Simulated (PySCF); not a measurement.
**A gas-phase reaction: GaH3O2 + ClH → ClGaH2O2 + H2**

Wanted: the reaction energy for `[OH][GaH][OH]` + `Cl` → `[OH][Ga]([OH])[Cl]` + `[H][H]`.

Computed with PySCF 2.14.0; each step states its level. No surroundings beyond the atoms listed, unless a continuum is named. Atoms count from 0, parts from 1.

### 1 Starting point

Each species was relaxed by itself at PBE0-D3(BJ)/def2-SVPD.

### 2 Energies of the species: wB97M-D3(BJ)/def2-TZVPD

What the job is given:

```
{"job": {"kind": "react", "xc": "wB97M-D3(BJ)", "basis": "def2-TZVPD"}, "charge": 0, "multiplicity": 1}
-1 GaH3O2 charge 0 multiplicity 1
O      1.382120    -0.710700    -0.150010
Ga     0.125830     0.355300     0.556120
O     -1.472240     0.455280    -0.249700
H      1.152810    -1.191510    -0.949240
H      0.413180     1.169980     1.830630
H     -1.601710    -0.078340    -1.037800

-1 ClH charge 0 multiplicity 1
Cl     0.644690     0.007420     0.000560
H     -0.643460    -0.006250     0.000570

+1 ClGaH2O2 charge 0 multiplicity 1
O      1.151880     0.602400     1.195190
Ga     0.351140    -0.254860    -0.131790
O     -1.311200     0.182120    -0.585480
Cl     1.411560    -1.800940    -1.154820
H      0.610810     1.283040     1.607650
H     -1.682090    -0.316740    -1.319180

+1 H2 charge 0 multiplicity 1
H      0.380100     0.012450     0.001260
H     -0.380100    -0.012450    -0.001260
```

With the program's defaults for keys left out, this is: wB97M-D3(BJ)/def2-TZVPD reaction energy of separated species, gas phase.

Command:

```sh
$ OMP_NUM_THREADS=1 python cluster_run.py task.json out
```

One launch serves the whole session: the jobs run in the order shown.

What it wrote:

```text
species 1 (GaH3O2)
coarse grid: 25192 points
cycle   1  E = -2077.0631489488  dE = -3.690e-01  |g| = 1.180e+00  |ddm| = 1.859e+00
cycle   2  E = -2076.9475349492  dE =  1.156e-01  |g| = 1.528e+00  |ddm| = 1.653e+00
cycle   3  E = -2077.2877537440  dE = -3.402e-01  |g| = 4.329e-02  |ddm| = 9.050e-01
cycle   4  E = -2077.2883319364  dE = -5.782e-04  |g| = 1.988e-02  |ddm| = 6.607e-02
cycle   5  E = -2077.2884125077  dE = -8.057e-05  |g| = 1.007e-02  |ddm| = 2.224e-02
cycle   6  E = -2077.2884266948  dE = -1.419e-05  |g| = 1.782e-03  |ddm| = 9.408e-03
cycle   7  E = -2077.2884278453  dE = -1.151e-06  |g| = 2.727e-04  |ddm| = 3.059e-03
final grid: 51824 points
cycle   8  E = -2077.2884199672  dE = -9.384e-08  |g| = 2.140e-04  |ddm| = 1.878e-03
cycle   9  E = -2077.2884199716  dE = -4.314e-09  |g| = 2.138e-04  |ddm| = 3.389e-04
cycle  10  E = -2077.2884199768  dE = -5.222e-09  |g| = 2.299e-05  |ddm| = 1.158e-04
cycle  11  E = -2077.2884199771  dE = -3.370e-10  |g| = 1.039e-05  |ddm| = 5.181e-05
converged SCF energy = -2077.2884199771

species 2 (ClH)
coarse grid: 8792 points
cycle   1  E = -460.8503330054  dE = -8.165e-02  |g| = 2.169e-01  |ddm| = 7.239e-01
cycle   2  E = -460.8625126251  dE = -1.218e-02  |g| = 1.397e-01  |ddm| = 2.651e-01
cycle   3  E = -460.8670520974  dE = -4.539e-03  |g| = 1.358e-02  |ddm| = 9.818e-02
cycle   4  E = -460.8670931806  dE = -4.108e-05  |g| = 3.364e-03  |ddm| = 9.545e-03
cycle   5  E = -460.8670994291  dE = -6.248e-06  |g| = 8.516e-04  |ddm| = 3.915e-03
final grid: 17120 points
cycle   6  E = -460.8670681658  dE = -3.716e-07  |g| = 3.676e-04  |ddm| = 8.892e-04
cycle   7  E = -460.8670682120  dE = -4.628e-08  |g| = 1.618e-04  |ddm| = 3.981e-04
cycle   8  E = -460.8670682186  dE = -6.573e-09  |g| = 4.221e-05  |ddm| = 1.295e-04
cycle   9  E = -460.8670682199  dE = -1.315e-09  |g| = 3.975e-06  |ddm| = 6.531e-05
cycle  10  E = -460.8670682199  dE = -4.604e-12  |g| = 8.166e-07  |ddm| = 3.313e-06
converged SCF energy = -460.8670682199

species 3 (ClGaH2O2)
coarse grid: 29040 points
cycle   1  E = -2536.8025899541  dE = -2.091e-01  |g| = 1.164e+00  |ddm| = 2.043e+00
cycle   2  E = -2536.7088379175  dE =  9.375e-02  |g| = 1.491e+00  |ddm| = 1.703e+00
cycle   3  E = -2537.0165788713  dE = -3.077e-01  |g| = 5.985e-02  |ddm| = 9.211e-01
cycle   4  E = -2537.0173992569  dE = -8.204e-04  |g| = 3.155e-02  |ddm| = 7.970e-02
cycle   5  E = -2537.0175867557  dE = -1.875e-04  |g| = 9.721e-03  |ddm| = 2.688e-02
cycle   6  E = -2537.0176045984  dE = -1.784e-05  |g| = 3.890e-03  |ddm| = 1.005e-02
cycle   7  E = -2537.0176074754  dE = -2.877e-06  |g| = 7.099e-04  |ddm| = 3.660e-03
final grid: 58200 points
cycle   8  E = -2537.0175349910  dE = -2.539e-07  |g| = 5.426e-04  |ddm| = 2.253e-03
cycle   9  E = -2537.0175350036  dE = -1.266e-08  |g| = 6.113e-04  |ddm| = 8.300e-04
cycle  10  E = -2537.0175350631  dE = -5.944e-08  |g| = 7.420e-05  |ddm| = 3.480e-04
cycle  11  E = -2537.0175350659  dE = -2.858e-09  |g| = 3.885e-05  |ddm| = 1.176e-04
cycle  12  E = -2537.0175350667  dE = -7.235e-10  |g| = 8.929e-06  |ddm| = 8.151e-05
converged SCF energy = -2537.0175350667

species 4 (H2)
coarse grid: 4944 points
cycle   1  E = -1.1694181809  dE = -2.751e-01  |g| = 9.865e-03  |ddm| = 4.504e-01
cycle   2  E = -1.1694524267  dE = -3.425e-05  |g| = 1.161e-03  |ddm| = 9.676e-03
cycle   3  E = -1.1694531089  dE = -6.822e-07  |g| = 1.815e-04  |ddm| = 1.918e-03
final grid: 10744 points
cycle   4  E = -1.1694517966  dE = -2.405e-08  |g| = 4.113e-05  |ddm| = 3.869e-04
cycle   5  E = -1.1694517978  dE = -1.269e-09  |g| = 9.626e-06  |ddm| = 9.172e-05
cycle   6  E = -1.1694517979  dE = -7.524e-11  |g| = 3.020e-07  |ddm| = 2.871e-05
converged SCF energy = -1.1694517979

Reaction energy = -20.083 kcal/mol
```

It took 20 s on 1 thread of Arm Neoverse V1, shared host; peak memory 0.68 GiB.

Species by species (with the dispersion term, which the log's SCF energies lack):

```tsv
ν	species	energy (Eh)	HOMO (eV)
-1	[OH][GaH][OH]	-2077.29166	-11.36
-1	Cl	-460.86761	-11.93
+1	[OH][Ga]([OH])[Cl]	-2537.02161	-11.69
+1	[H][H]	-1.16967	-14.48
```

### 3 Energies of the species: PBE0-D3(BJ)/def2-TZVPD

Settings changed since step 2:

```diff
@@ -1,2 +1,2 @@
-{"job": {"kind": "react", "xc": "wB97M-D3(BJ)", "basis": "def2-TZVPD"}, "charge": 0, "multiplicity": 1}
+{"job": {"kind": "react", "xc": "PBE0", "basis": "def2-TZVPD", "disp": "d3bj"}, "charge": 0, "multiplicity": 1}
 -1 GaH3O2 charge 0 multiplicity 1
```

With the program's defaults for keys left out, this is: PBE0-D3(BJ)/def2-TZVPD reaction energy of separated species, gas phase.

What it wrote:

```text
species 1 (GaH3O2)
coarse grid: 25192 points
cycle   1  E = -2076.5560320499  dE = -2.402e-01  |g| = 1.303e+00  |ddm| = 1.940e+00
cycle   2  E = -2075.8624582430  dE =  6.936e-01  |g| = 2.340e+00  |ddm| = 2.337e+00
cycle   3  E = -2076.8114128124  dE = -9.490e-01  |g| = 1.697e-01  |ddm| = 1.681e+00
cycle   4  E = -2076.8156983924  dE = -4.286e-03  |g| = 8.844e-02  |ddm| = 1.496e-01
cycle   5  E = -2076.8163850267  dE = -6.866e-04  |g| = 1.151e-02  |ddm| = 4.627e-02
cycle   6  E = -2076.8164088154  dE = -2.379e-05  |g| = 2.198e-03  |ddm| = 1.019e-02
cycle   7  E = -2076.8164097112  dE = -8.958e-07  |g| = 1.762e-04  |ddm| = 1.597e-03
final grid: 51824 points
cycle   8  E = -2076.8163968191  dE = -5.750e-08  |g| = 2.827e-04  |ddm| = 1.582e-03
cycle   9  E = -2076.8163967833  dE =  3.581e-08  |g| = 5.303e-04  |ddm| = 5.000e-04
cycle  10  E = -2076.8163968337  dE = -5.038e-08  |g| = 2.294e-05  |ddm| = 3.273e-04
cycle  11  E = -2076.8163968338  dE = -9.277e-11  |g| = 1.238e-05  |ddm| = 2.289e-05
converged SCF energy = -2076.8163968338

species 2 (ClH)
coarse grid: 2248 points
cycle   1  E = -460.6537837765  dE = -4.644e-02  |g| = 1.882e-01  |ddm| = 7.411e-01
cycle   2  E = -460.6558524828  dE = -2.069e-03  |g| = 1.902e-01  |ddm| = 3.151e-01
cycle   3  E = -460.6653814629  dE = -9.529e-03  |g| = 1.506e-02  |ddm| = 1.513e-01
cycle   4  E = -460.6654035201  dE = -2.206e-05  |g| = 2.693e-03  |ddm| = 7.323e-03
cycle   5  E = -460.6654050680  dE = -1.548e-06  |g| = 1.111e-03  |ddm| = 2.553e-03
final grid: 17120 points
cycle   6  E = -460.6658902814  dE = -4.429e-06  |g| = 2.164e-03  |ddm| = 7.338e-03
cycle   7  E = -460.6658903109  dE = -2.951e-08  |g| = 1.795e-03  |ddm| = 2.512e-03
cycle   8  E = -460.6658909285  dE = -6.176e-07  |g| = 1.533e-04  |ddm| = 1.363e-03
cycle   9  E = -460.6658909354  dE = -6.902e-09  |g| = 2.148e-05  |ddm| = 1.086e-04
cycle  10  E = -460.6658909355  dE = -1.011e-10  |g| = 4.934e-06  |ddm| = 1.681e-05
converged SCF energy = -460.6658909355

species 3 (ClGaH2O2)
coarse grid: 29040 points
cycle   1  E = -2536.0874879376  dE = -7.929e-02  |g| = 1.307e+00  |ddm| = 2.130e+00
cycle   2  E = -2535.4178947875  dE =  6.696e-01  |g| = 2.351e+00  |ddm| = 2.504e+00
cycle   3  E = -2536.3388503889  dE = -9.210e-01  |g| = 2.005e-01  |ddm| = 1.806e+00
cycle   4  E = -2536.3458591768  dE = -7.009e-03  |g| = 1.005e-01  |ddm| = 2.097e-01
cycle   5  E = -2536.3471597991  dE = -1.301e-03  |g| = 1.513e-02  |ddm| = 6.058e-02
cycle   6  E = -2536.3472011756  dE = -4.138e-05  |g| = 5.985e-03  |ddm| = 1.546e-02
cycle   7  E = -2536.3472057386  dE = -4.563e-06  |g| = 2.503e-03  |ddm| = 4.755e-03
final grid: 58200 points
cycle   8  E = -2536.3471562620  dE =  2.635e-06  |g| = 4.635e-03  |ddm| = 4.846e-03
cycle   9  E = -2536.3471464780  dE =  9.784e-06  |g| = 8.738e-03  |ddm| = 8.276e-03
cycle  10  E = -2536.3471600815  dE = -1.360e-05  |g| = 3.177e-04  |ddm| = 5.445e-03
cycle  11  E = -2536.3471600984  dE = -1.685e-08  |g| = 3.342e-05  |ddm| = 2.043e-04
cycle  12  E = -2536.3471600986  dE = -1.728e-10  |g| = 1.140e-05  |ddm| = 3.117e-05
converged SCF energy = -2536.3471600986

species 4 (H2)
coarse grid: 1240 points
cycle   1  E = -1.1670618493  dE = -2.327e-01  |g| = 2.266e-02  |ddm| = 4.588e-01
cycle   2  E = -1.1672492748  dE = -1.874e-04  |g| = 3.233e-03  |ddm| = 1.896e-02
cycle   3  E = -1.1672537304  dE = -4.456e-06  |g| = 9.770e-05  |ddm| = 2.761e-03
final grid: 10744 points
cycle   4  E = -1.1681369631  dE = -1.927e-06  |g| = 2.738e-04  |ddm| = 1.569e-03
cycle   5  E = -1.1681369913  dE = -2.825e-08  |g| = 3.987e-05  |ddm| = 2.445e-04
cycle   6  E = -1.1681369920  dE = -6.311e-10  |g| = 1.260e-06  |ddm| = 3.102e-05
converged SCF energy = -1.1681369920

Reaction energy = -21.258 kcal/mol
```

Run time: 11 s. Hardware: 1 thread of Arm Neoverse V1, shared host; peak memory 0.61 GiB.

Reaction energy at this level: -21.26 kcal/mol.

### 4 Energies of the species: MP2/def2-TZVPD

Settings changed since step 3:

```diff
@@ -1,2 +1,2 @@
-{"job": {"kind": "react", "xc": "PBE0", "basis": "def2-TZVPD", "disp": "d3bj"}, "charge": 0, "multiplicity": 1}
+{"job": {"kind": "react", "xc": "MP2", "basis": "def2-TZVPD"}, "charge": 0, "multiplicity": 1}
 -1 GaH3O2 charge 0 multiplicity 1
```

Level: MP2/def2-TZVPD reaction energy of separated species, gas phase.

What it wrote:

```text
species 1 (GaH3O2)
final grid: 51824 points
cycle   1  E = -2074.7182236987  dE = -5.633e-01  |g| = 8.158e-01  |ddm| = 1.820e+00
cycle   2  E = -2074.7902648912  dE = -7.204e-02  |g| = 6.221e-01  |ddm| = 9.051e-01
cycle   3  E = -2074.8473607134  dE = -5.710e-02  |g| = 4.465e-02  |ddm| = 3.586e-01
cycle   4  E = -2074.8481707519  dE = -8.100e-04  |g| = 1.602e-02  |ddm| = 8.051e-02
cycle   5  E = -2074.8482350768  dE = -6.432e-05  |g| = 6.374e-03  |ddm| = 2.372e-02
cycle   6  E = -2074.8482415223  dE = -6.446e-06  |g| = 1.008e-03  |ddm| = 6.424e-03
cycle   7  E = -2074.8482421057  dE = -5.834e-07  |g| = 2.522e-04  |ddm| = 2.159e-03
cycle   8  E = -2074.8482421492  dE = -4.347e-08  |g| = 5.276e-05  |ddm| = 6.930e-04
cycle   9  E = -2074.8482421512  dE = -2.075e-09  |g| = 1.068e-05  |ddm| = 1.612e-04
cycle  10  E = -2074.8482421513  dE = -9.504e-11  |g| = 2.577e-06  |ddm| = 3.448e-05
converged SCF energy = -2074.8482421513

species 2 (ClH)
final grid: 17120 points
cycle   1  E = -460.0817348342  dE = -1.009e-01  |g| = 2.132e-01  |ddm| = 7.101e-01
cycle   2  E = -460.0969049861  dE = -1.517e-02  |g| = 8.401e-02  |ddm| = 2.053e-01
cycle   3  E = -460.0986383766  dE = -1.733e-03  |g| = 1.826e-02  |ddm| = 5.472e-02
cycle   4  E = -460.0988469440  dE = -2.086e-04  |g| = 6.315e-03  |ddm| = 1.638e-02
cycle   5  E = -460.0988769441  dE = -3.000e-05  |g| = 1.289e-03  |ddm| = 7.398e-03
cycle   6  E = -460.0988781602  dE = -1.216e-06  |g| = 2.808e-04  |ddm| = 1.659e-03
cycle   7  E = -460.0988782135  dE = -5.326e-08  |g| = 4.150e-05  |ddm| = 4.895e-04
cycle   8  E = -460.0988782142  dE = -7.323e-10  |g| = 7.806e-06  |ddm| = 6.177e-05
converged SCF energy = -460.0988782142

species 3 (ClGaH2O2)
final grid: 58200 points
cycle   1  E = -2533.7292454461  dE = -3.801e-01  |g| = 8.018e-01  |ddm| = 2.007e+00
cycle   2  E = -2533.7992379657  dE = -6.999e-02  |g| = 6.002e-01  |ddm| = 9.293e-01
cycle   3  E = -2533.8491750122  dE = -4.994e-02  |g| = 4.875e-02  |ddm| = 3.558e-01
cycle   4  E = -2533.8498599470  dE = -6.849e-04  |g| = 1.678e-02  |ddm| = 6.429e-02
cycle   5  E = -2533.8499397205  dE = -7.977e-05  |g| = 4.985e-03  |ddm| = 2.087e-02
cycle   6  E = -2533.8499471330  dE = -7.413e-06  |g| = 1.661e-03  |ddm| = 6.457e-03
cycle   7  E = -2533.8499483602  dE = -1.227e-06  |g| = 6.289e-04  |ddm| = 2.292e-03
cycle   8  E = -2533.8499485919  dE = -2.318e-07  |g| = 1.912e-04  |ddm| = 1.212e-03
cycle   9  E = -2533.8499486192  dE = -2.729e-08  |g| = 3.613e-05  |ddm| = 4.863e-04
cycle  10  E = -2533.8499486203  dE = -1.062e-09  |g| = 9.766e-06  |ddm| = 9.157e-05
cycle  11  E = -2533.8499486204  dE = -6.139e-11  |g| = 4.123e-06  |ddm| = 1.722e-05
converged SCF energy = -2533.8499486204

species 4 (H2)
final grid: 10744 points
cycle   1  E = -1.1312977781  dE = -3.213e-01  |g| = 4.426e-02  |ddm| = 4.479e-01
cycle   2  E = -1.1322325615  dE = -9.348e-04  |g| = 7.183e-03  |ddm| = 3.751e-02
cycle   3  E = -1.1322672616  dE = -3.470e-05  |g| = 8.111e-04  |ddm| = 1.078e-02
cycle   4  E = -1.1322676766  dE = -4.150e-07  |g| = 2.771e-05  |ddm| = 1.627e-03
cycle   5  E = -1.1322676771  dE = -4.855e-10  |g| = 2.610e-06  |ddm| = 6.834e-05
converged SCF energy = -1.1322676771

Reaction energy = -25.224 kcal/mol
```

Wall time 5.9 s (1 thread of Arm Neoverse V1, shared host); peak memory 0.51 GiB.

Reaction energy at this level: -25.22 kcal/mol.

### 5 Side by side

Energies in kcal/mol, with wall time:

```tsv
run	reaction	time
wB97M-D3(BJ)/def2-TZVPD	-20.08	20 s
PBE0-D3(BJ)/def2-TZVPD	-21.26	11 s
MP2/def2-TZVPD	-25.22	5.9 s
```

### 6 Results

| quantity | value |
| --- | --- |
| reaction energy (wB97M-D3(BJ)/def2-TZVPD) | -20.08 kcal/mol |
| ΔH, ΔG at 298 K (xTB thermal terms) | -20.4, -18.5 kcal/mol |
| range of the reaction energy over the runs of this table | -25.22 to -20.08 kcal/mol |

In words: The reaction is exothermic by 20.4 kcal/mol in the gas phase; dispersion gives -0.32, and xTB itself gave -21.95 for the electronic energy (xTB energies and thermal terms come from the earlier relaxation of each species, not shown). No barrier was sought. The reaction energy runs from -25.22 (MP2/def2-TZVPD) to -20.08 kcal/mol (wB97M-D3(BJ)/def2-TZVPD).
